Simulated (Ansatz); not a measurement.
# BClH4NP: the cost of one run

Computed with Ansatz 0.2.0, driven from Python. Level of theory: CAM-B3LYP/def2-TZVPP.

### Step 1. Starting point

Bond lengths: N1–B2 1.521 Å, B2–P3 1.929 Å, B2–Cl4 1.844 Å, N1–H5 1.044 Å, N1–H6 1.044 Å, P3–H7 1.453 Å, P3–H8 1.453 Å. Angles: N1–B2–P3 120.0°, N1–B2–Cl4 120.2°, P3–B2–Cl4 119.8°, B2–N1–H5 107.1°, B2–N1–H6 107.1°, H5–N1–H6 107.2°, B2–P3–H7 93.8°, B2–P3–H8 93.8°, H7–P3–H8 95.0°.

No structure file is read: the coordinates are typed or built in the script.

### Step 2. Script

Contents of bde.py:

```python
"""X-H bond energies of BClH4NP without relaxation."""

import ansatz as az


def total_energy(molecule, charge=0, unpaired=0):
    calc = (
        molecule.calculation()
        .basis(gaussian="def2-TZVPP")
        .functional("CAM-B3LYP")
    )
    if charge:
        calc = calc.charge(charge)
    if unpaired:
        calc = calc.spin("collinear", total=unpaired)
    return calc.run(threads=1).report["free_energy_ev"]

GEOMETRY = """
N     0.98820   -0.73350   -0.03630
B     0.16730    0.54580    0.00900
P    -1.75880    0.45340    0.04530
Cl    1.00740    2.18770    0.02940
H     1.62380   -0.71910    0.79240
H     1.59040   -0.68110   -0.88810
H    -1.83050   -0.50240   -1.04650
H    -1.78780   -0.55080    1.09470
"""

def without(molecule, index):
    rest = az.Crystal.molecule()
    for i, site in enumerate(molecule.cartesian_sites):
        if i != index:
            rest = rest.atom(site.symbol, site.position_ang)
    return rest


def main() -> None:
    system = az.Crystal.molecule()
    for line in GEOMETRY.strip().splitlines():
        symbol, *xyz = line.split()
        system = system.atom(symbol, [float(v) for v in xyz])

    whole = total_energy(system, 0)
    hydrogen = total_energy(az.Crystal.molecule().atom("H", (0, 0, 0)), 0, 1)
    print(f"E(molecule) = {whole:.5f} eV, E(H) = {hydrogen:.5f} eV")
    for index in [5, 7]:
        radical = total_energy(without(system, index), 0, 1)
        print(f"H{index}: homolysis {96.485332 * (radical + hydrogen - whole):.1f} kJ/mol")


if __name__ == "__main__":
    main()
```

### Step 3. The run

Launch:

```bash
python bde.py
```

What time and memory should one allow on 1 thread of Arm Neoverse V2, shared host?

About 27 s, with a peak of 0.63 GiB.
